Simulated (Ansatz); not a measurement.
Runs of Ansatz 0.2.0 on Sc3Te. The structure is cubic, space group Fm-3m (No. 225). Conventional cell: a = 7.139 Å, b = 7.139 Å, c = 7.139 Å, α = 90.00°, β = 90.00°, γ = 90.00°. Sc (site symmetry -43m) has 4 Sc at 3.09 Å and 4 Te at 3.09 Å as nearest neighbours. Sc (site symmetry m-3m) has 8 Sc at 3.09 Å as nearest neighbours. Around Te (site symmetry m-3m) lie 8 Sc at 3.09 Å. The cell was built by a generator and needn't be a form met in nature.

```tsv
task	level	U	cell	hubbard projectors	double counting	gap on the mesh (eV)	pressure (GPa)
single point	PBE+U	Sc d U = 8 eV	as given	ortho-atomic (the default)	fll (the default)	none	(a)
single point	PBE+U	Sc d U = 2 eV	as given	ortho-atomic (the default)	fll (the default)	none	3.7
single point	PBE	-	as given	-	-	none	(b)
single point	PBE+U	Sc d U = 3 eV	as given	ortho-atomic (the default)	fll (the default)	none	5.6
single point	PBE+U	Sc d U = 6 eV	as given	ortho-atomic (the default)	fll (the default)	none	11.7
single point	PBE+U	Sc d U = 4 eV	as given	ortho-atomic (the default)	fll (the default)	none	7.5
relaxation of cell and atoms	PBE+D4	-	relaxed	-	-	none	0.0
single point	PBE+U	Sc d U = 5 eV	as given	ortho-atomic (the default)	fll (the default)	none	9.5
```

Alike in all rows: potentials or basis Ansatz PAW; no spin polarisation; k mesh 5 × 5 × 5; cutoff (eV) 420; smearing fermi-dirac 0.05 eV.

Fill in the values left out.

(a) 17.0; (b) -0.1.

Caveats: U without spin polarisation on a metal has little footing (some runs); the U is typed as a test and isn't derived for this compound (some runs); the plane-wave basis is chosen anew once the cell has moved, so the energies of steps on either side of that aren't comparable (some runs); pairwise dispersion overbinds metals, which lowers pressure and volume (some runs).

A k mesh can miss the band edges, and the runs leave out spin-orbit coupling on Te.

A gap of «none» marks a metal or a gap under the smearing width.

Not every run made on this cell is shown here.
